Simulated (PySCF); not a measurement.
**[Eu(NH3)4]3+: forces at shaken geometries**

How stiff is [Eu(NH3)4]3+? Its atoms are displaced at random by several amounts. It is a constructed species; whether it can be made isn't addressed.

Computed with PySCF 2.14.0. Level: PBE0, Eu lcecp-1-SVP with ECP52, N def2-SVP, H def2-SVP; scalar-relativistic core potentials, no spin–orbit coupling.

2 further runs of the same task are left out: 2 for a known fault of the program.

## 1. Where the work starts

17 atoms, charge 3, spin multiplicity 1.

Bond lengths: Eu1–N2 2.474 Å, Eu1–N6 2.474 Å, Eu1–N10 2.476 Å, Eu1–N14 2.476 Å, N2–H3 1.034 Å, N2–H4 1.034 Å, N2–H5 1.034 Å, N6–H7 1.034 Å, N6–H8 1.034 Å, N6–H9 1.034 Å, N10–H11 1.034 Å, N10–H12 1.034 Å, N10–H13 1.034 Å, N14–H15 1.034 Å, N14–H16 1.034 Å, N14–H17 1.034 Å. Angles: N2–Eu1–N6 109.7°, N2–Eu1–N10 109.4°, N2–Eu1–N14 109.4°, N6–Eu1–N10 109.4°, N6–Eu1–N14 109.4°, N10–Eu1–N14 109.3°, Eu1–N2–H3 115.7°, Eu1–N2–H4 115.5°, Eu1–N2–H5 115.5°, H3–N2–H4 102.7°, H3–N2–H5 102.7°, H4–N2–H5 102.8°, Eu1–N6–H7 115.7°, Eu1–N6–H8 115.5°, Eu1–N6–H9 115.5°, H7–N6–H8 102.7°, H7–N6–H9 102.7°, H8–N6–H9 102.8° and more.

Geometry (Å):

```xyz
17

Eu    0.0000    0.0000    0.0046
N     1.4309    1.4309    1.4284
H     1.3105    1.3105    2.4483
H     2.4499    1.3073    1.3031
H     1.3073    2.4499    1.3031
N    -1.4309   -1.4309    1.4284
H    -1.3105   -1.3105    2.4483
H    -2.4499   -1.3073    1.3031
H    -1.3073   -2.4499    1.3031
N     1.4284   -1.4284   -1.4276
H     2.0674   -2.0674   -0.9249
H     0.9235   -2.0657   -2.0663
H     2.0657   -0.9235   -2.0663
N    -1.4284    1.4284   -1.4276
H    -2.0674    2.0674   -0.9249
H    -0.9235    2.0657   -2.0663
H    -2.0657    0.9235   -2.0663
```

Formal oxidation states: Eu +3. Each metal's 6 4f electrons lie in its core potential, so multiplicities, spins and levels count the valence alone. An earlier session relaxed this geometry at PBE0, Eu lcecp-1-SVP with ECP52, N def2-SVP, H def2-SVP (singlet, point group D2d). Its vibrations showed it to be a saddle point, relaxed within its symmetry.

Its energy there is -260.210817 Eh.

## 2. Atoms moved at random, σ = 0.03 Å

Contents of run.py (the lines that set the calculation):

```python
mol = gto.M(atom='''
Eu    -0.04342     0.01944    -0.05311
N      1.45167     1.43545     1.36658
H      1.38364     1.29413     2.41726
H      2.45981     1.28940     1.30588
H      1.29808     2.45363     1.35807
N     -1.44626    -1.44390     1.40211
H     -1.31020    -1.33881     2.43406
H     -2.43015    -1.29071     1.30003
H     -1.32796    -2.43788     1.31856
N      1.39995    -1.43195    -1.40343
H      2.08576    -1.99218    -0.86342
H      0.89277    -2.08402    -2.02933
H      2.07366    -0.98528    -2.05412
N     -1.41301     1.45327    -1.43660
H     -2.06320     2.05714    -0.93158
H     -0.91385     2.08614    -2.08667
H     -2.09731     0.91614    -2.04428''',
    basis={'Eu': 'lcecp-1-SVP', 'N': 'def2-SVP', 'H': 'def2-SVP'},
    ecp={'Eu': 'lcecp-1-SVP'},
    charge=3, spin=0)
mf = dft.RKS(mol, xc='PBE0')
mf.grids.atom_grid = (50, 194)  # f atoms: unpruned, at least (60, 302)
mf = mf.density_fit()  # fitting sets: Eu AutoAux, N def2-universal-JKFIT, H def2-universal-JKFIT
mf.conv_tol = 1e-08; mf.max_cycle = 55
mf.kernel(dm0)  # dm0: the density of the relaxed state
```

Command:

```console
> OMP_NUM_THREADS=4 python run.py
```

The log of the run:

```text
init E= -260.204746628007
  HOMO = -0.854531075979891  LUMO = -0.537084283807715  gap/eV = 8.63817
cycle= 1 E= -260.202294508178  delta_E= 0.00245  |g|= 0.0375  |ddm|= 0.173
  HOMO = -0.855305196170752  LUMO = -0.53531018125072  gap/eV = 8.70751
cycle= 2 E= -260.202275838822  delta_E= 1.87e-05  |g|= 0.0424  |ddm|= 0.0657
  HOMO = -0.858072420089678  LUMO = -0.53561332319615  gap/eV = 8.77456
cycle= 3 E= -260.202664362707  delta_E= -0.000389  |g|= 0.00572  |ddm|= 0.0338
  HOMO = -0.858319286700052  LUMO = -0.535741668736991  gap/eV = 8.77778
cycle= 4 E= -260.202671269142  delta_E= -6.91e-06  |g|= 0.000804  |ddm|= 0.00483
  HOMO = -0.858252059858139  LUMO = -0.535692913260595  gap/eV = 8.77728
cycle= 5 E= -260.202671430702  delta_E= -1.62e-07  |g|= 0.00027  |ddm|= 0.00102
  HOMO = -0.858227994242181  LUMO = -0.535704892482568  gap/eV = 8.77630
cycle= 6 E= -260.202671446044  delta_E= -1.53e-08  |g|= 9.88e-05  |ddm|= 0.000282
  HOMO = -0.858245109157856  LUMO = -0.535706906106735  gap/eV = 8.77671
cycle= 7 E= -260.202671448178  delta_E= -2.13e-09  |g|= 2.1e-05  |ddm|= 8.93e-05
  HOMO = -0.85824106934429  LUMO = -0.535705488692354  gap/eV = 8.77664
Extra cycle  E= -260.202671448179  delta_E= -5.68e-13  |g|= 2.26e-05  |ddm|= 3.97e-05
converged SCF energy = -260.202671448179
```

Run time: 11 s. Hardware: 4 threads of Intel Xeon Platinum 8259CL at 2.50GHz (Skylake/Cascade Lake), shared host.

Read off: E = -260.202671 Eh (+0.222 eV from the relaxed state), HOMO -23.35 eV, LUMO -14.58 eV, Mulliken charge on Eu1 +1.63 e, largest force component 1.842 eV/Å. 

| atom | Fx | Fy | Fz (eV/Å) |
| --- | --- | --- | --- |
| Eu1 | 0.372 | -0.079 | 0.508 |
| N2 | -0.662 | -0.422 | 1.842 |
| H3 | -0.362 | -0.161 | -0.891 |
| H4 | 0.610 | 0.246 | -0.605 |
| H5 | 0.264 | 0.215 | -0.444 |
| N6 | 1.430 | 1.125 | 0.973 |
| H7 | -0.024 | 0.197 | -0.442 |
| H8 | -1.455 | 0.071 | -0.182 |
| H9 | 0.054 | -1.304 | -0.417 |
| N10 | 0.562 | 0.210 | -0.210 |
| H11 | -0.444 | -0.367 | 0.004 |
| H12 | 0.242 | -0.180 | 0.229 |
| H13 | -0.306 | 0.241 | -0.112 |
| N14 | -0.692 | -0.885 | -0.811 |
| H15 | -0.191 | 0.563 | 0.299 |
| H16 | -0.195 | -0.029 | -0.028 |
| H17 | 0.797 | 0.559 | 0.287 |

## 3. Atoms moved at random, σ = 0.03 Å

Contents of run.py (the lines that set the calculation):

```python
mol = gto.M(atom='''
Eu    -0.00338    -0.00916     0.01300
N      1.46207     1.41334     1.45716
H      1.32005     1.31351     2.43345
H      2.48242     1.34733     1.27825
H      1.30849     2.46677     1.25904
N     -1.47259    -1.39297     1.40249
H     -1.27610    -1.31863     2.43014
H     -2.46325    -1.34369     1.32826
H     -1.38402    -2.46047     1.34886
N      1.37955    -1.40745    -1.47709
H      2.07128    -2.07324    -0.95130
H      0.95897    -2.09215    -2.06157
H      2.10471    -0.95679    -2.04628
N     -1.41263     1.41616    -1.44042
H     -2.07470     2.07830    -0.92139
H     -0.95844     2.07097    -2.02396
H     -2.04243     0.94817    -2.02862''',
    basis={'Eu': 'lcecp-1-SVP', 'N': 'def2-SVP', 'H': 'def2-SVP'},
    ecp={'Eu': 'lcecp-1-SVP'},
    charge=3, spin=0)
mf = dft.RKS(mol, xc='PBE0')
mf.grids.atom_grid = (50, 194)  # f atoms: unpruned, at least (60, 302)
mf = mf.density_fit()  # fitting sets: Eu AutoAux, N def2-universal-JKFIT, H def2-universal-JKFIT
mf.conv_tol = 1e-08; mf.max_cycle = 55
mf.kernel(dm0)  # dm0: the density of the relaxed state
```

Command:

```console
> OMP_NUM_THREADS=4 python run.py
```

The log of the run:

```text
init E= -260.188094564855
  HOMO = -0.854823489087616  LUMO = -0.538143502773385  gap/eV = 8.61730
cycle= 1 E= -260.189704995251  delta_E= -0.00161  |g|= 0.0532  |ddm|= 0.219
  HOMO = -0.848067682318555  LUMO = -0.536155824304652  gap/eV = 8.48755
cycle= 2 E= -260.18973403649  delta_E= -2.9e-05  |g|= 0.0593  |ddm|= 0.0977
  HOMO = -0.852990290144103  LUMO = -0.536225989332673  gap/eV = 8.61960
cycle= 3 E= -260.190497429634  delta_E= -0.000763  |g|= 0.00859  |ddm|= 0.0481
  HOMO = -0.85278036084326  LUMO = -0.536331435200638  gap/eV = 8.61101
cycle= 4 E= -260.190513037752  delta_E= -1.56e-05  |g|= 0.00121  |ddm|= 0.00698
  HOMO = -0.852915191787291  LUMO = -0.536318749411663  gap/eV = 8.61503
cycle= 5 E= -260.190513400789  delta_E= -3.63e-07  |g|= 0.000427  |ddm|= 0.00145
  HOMO = -0.852867026592845  LUMO = -0.536321007051203  gap/eV = 8.61366
cycle= 6 E= -260.190513439018  delta_E= -3.82e-08  |g|= 0.00015  |ddm|= 0.000441
  HOMO = -0.85288601057029  LUMO = -0.536320798757862  gap/eV = 8.61418
cycle= 7 E= -260.190513443915  delta_E= -4.9e-09  |g|= 3.22e-05  |ddm|= 0.000134
  HOMO = -0.852876158312483  LUMO = -0.536322410867397  gap/eV = 8.61387
Extra cycle  E= -260.190513443892  delta_E= 2.32e-11  |g|= 3.63e-05  |ddm|= 5.95e-05
converged SCF energy = -260.190513443892
```

Run time: 11 s. Hardware: 4 threads of Intel Xeon Platinum 8259CL at 2.50GHz (Skylake/Cascade Lake), shared host.

Read off: E = -260.190513 Eh (+0.552 eV from the relaxed state), HOMO -23.21 eV, LUMO -14.59 eV, Mulliken charge on Eu1 +1.65 e, largest force component 3.575 eV/Å. 

| atom | Fx | Fy | Fz (eV/Å) |
| --- | --- | --- | --- |
| Eu1 | 0.076 | 0.088 | -0.128 |
| N2 | -0.074 | 1.892 | -2.897 |
| H3 | 0.018 | -0.081 | 1.888 |
| H4 | -0.169 | -0.216 | 0.361 |
| H5 | 0.123 | -1.625 | 0.552 |
| N6 | 2.010 | -2.211 | 0.988 |
| H7 | -0.353 | 0.371 | -0.461 |
| H8 | -1.858 | 0.594 | -0.049 |
| H9 | 0.206 | 1.190 | -0.369 |
| N10 | 2.564 | -0.607 | 2.603 |
| H11 | -1.355 | 1.120 | -0.487 |
| H12 | -0.991 | -0.933 | -1.422 |
| H13 | -0.183 | 0.404 | -0.615 |
| N14 | -0.445 | 0.987 | 3.575 |
| H15 | 0.758 | -0.886 | -0.413 |
| H16 | 1.173 | 1.215 | -1.464 |
| H17 | -1.498 | -1.304 | -1.663 |

## 4. Atoms moved at random, σ = 0.1 Å

Contents of run.py (the lines that set the calculation):

```python
mol = gto.M(atom='''
Eu     0.11468     0.00020     0.09596
N      1.54649     1.36931     1.42209
H      1.26909     1.30653     2.34052
H      2.42057     1.40605     1.24957
H      1.17520     2.66615     1.36610
N     -1.42052    -1.47542     1.32879
H     -1.32164    -1.14680     2.51129
H     -2.43317    -1.30908     1.48385
H     -1.46418    -2.53479     1.14505
N      1.48865    -1.48297    -1.41604
H      1.86231    -2.06052    -0.83300
H      0.88307    -2.14333    -1.97302
H      2.13684    -0.79269    -2.11273
N     -1.42393     1.41696    -1.44381
H     -1.96070     1.97583    -1.11863
H     -0.84729     1.94763    -2.00707
H     -2.02548     0.85695    -2.03895''',
    basis={'Eu': 'lcecp-1-SVP', 'N': 'def2-SVP', 'H': 'def2-SVP'},
    ecp={'Eu': 'lcecp-1-SVP'},
    charge=3, spin=0)
mf = dft.RKS(mol, xc='PBE0')
mf.grids.atom_grid = (50, 194)  # f atoms: unpruned, at least (60, 302)
mf = mf.density_fit()  # fitting sets: Eu AutoAux, N def2-universal-JKFIT, H def2-universal-JKFIT
mf.conv_tol = 1e-08; mf.max_cycle = 55
mf.kernel(dm0)  # dm0: the density of the relaxed state
```

Command:

```console
> OMP_NUM_THREADS=4 python run.py
```

The log of the run:

```text
init E= -259.804132579056
  HOMO = -0.85770727231607  LUMO = -0.593076666788552  gap/eV = 7.20097
cycle= 1 E= -259.990901845555  delta_E= -0.187  |g|= 0.275  |ddm|= 0.677
  HOMO = -0.804588921407131  LUMO = -0.533519831959325  gap/eV = 7.37617
cycle= 2 E= -259.980644113729  delta_E= 0.0103  |g|= 0.363  |ddm|= 0.493
  HOMO = -0.829964303087545  LUMO = -0.535804344440936  gap/eV = 8.00450
cycle= 3 E= -260.009695052009  delta_E= -0.0291  |g|= 0.0365  |ddm|= 0.278
  HOMO = -0.829790515450168  LUMO = -0.538377003657368  gap/eV = 7.92977
cycle= 4 E= -260.009992944381  delta_E= -0.000298  |g|= 0.00878  |ddm|= 0.0353
  HOMO = -0.829883871761325  LUMO = -0.538538723039408  gap/eV = 7.92791
cycle= 5 E= -260.01000730568  delta_E= -1.44e-05  |g|= 0.00362  |ddm|= 0.00866
  HOMO = -0.830206358434433  LUMO = -0.538598018602798  gap/eV = 7.93507
cycle= 6 E= -260.010010119959  delta_E= -2.81e-06  |g|= 0.000727  |ddm|= 0.0033
  HOMO = -0.830124289588119  LUMO = -0.538580117042557  gap/eV = 7.93332
cycle= 7 E= -260.010010244746  delta_E= -1.25e-07  |g|= 0.000222  |ddm|= 0.000761
  HOMO = -0.830140598506454  LUMO = -0.538579611559165  gap/eV = 7.93378
cycle= 8 E= -260.01001025482  delta_E= -1.01e-08  |g|= 7.9e-05  |ddm|= 0.000223
  HOMO = -0.830139212677553  LUMO = -0.538583541773401  gap/eV = 7.93363
cycle= 9 E= -260.010010256332  delta_E= -1.51e-09  |g|= 7.89e-06  |ddm|= 7.66e-05
  HOMO = -0.830137503600841  LUMO = -0.538582618828846  gap/eV = 7.93361
Extra cycle  E= -260.010010256343  delta_E= -1.07e-11  |g|= 7.21e-06  |ddm|= 1.51e-05
converged SCF energy = -260.010010256343
```

Wall time 12 s (4 threads of Intel Xeon Platinum 8259CL at 2.50GHz (Skylake/Cascade Lake), shared host).

It gives: E = -260.010010 Eh (+5.464 eV from the relaxed state), HOMO -22.59 eV, LUMO -14.66 eV, Mulliken charge on Eu1 +1.58 e, largest force component 11.421 eV/Å. 

| atom | Fx | Fy | Fz (eV/Å) |
| --- | --- | --- | --- |
| Eu1 | -0.863 | -0.441 | -1.032 |
| N2 | -10.745 | 5.216 | -2.128 |
| H3 | 0.177 | -0.621 | 3.764 |
| H4 | 9.190 | 0.433 | -0.957 |
| H5 | 1.664 | -4.611 | -0.162 |
| N6 | -0.602 | 0.854 | 4.052 |
| H7 | 0.530 | -2.258 | -3.720 |
| H8 | -0.350 | 0.246 | -1.211 |
| H9 | 0.607 | 1.313 | 1.047 |
| N10 | -4.036 | 7.238 | -6.668 |
| H11 | 4.928 | -4.841 | 4.757 |
| H12 | 0.725 | 0.958 | -0.259 |
| H13 | -1.621 | -3.266 | 2.326 |
| N14 | 8.274 | -11.421 | -3.105 |
| H15 | -9.556 | 9.994 | 6.336 |
| H16 | 1.789 | 1.628 | -2.352 |
| H17 | -0.109 | -0.421 | -0.691 |

## 5. Results

| σ (Å) | energy rise (eV) | harmonic estimate −½ F·u (eV) | largest force component (eV/Å) |
| --- | --- | --- | --- |
| 0.03 | 0.222 | 0.220 | 1.84 |
| 0.03 | 0.552 | 0.546 | 3.58 |
| 0.1 | 5.464 | 5.223 | 11.42 |

Every displacement raises the energy. For a harmonic well the rise equals −½ F·u; the two differ by at most 4 % here (a move with σ = 0.1 Å), from anharmonicity, the grid and the small forces left at the relaxed point. The bases are small and lack diffuse functions. Spin–orbit coupling is left out.
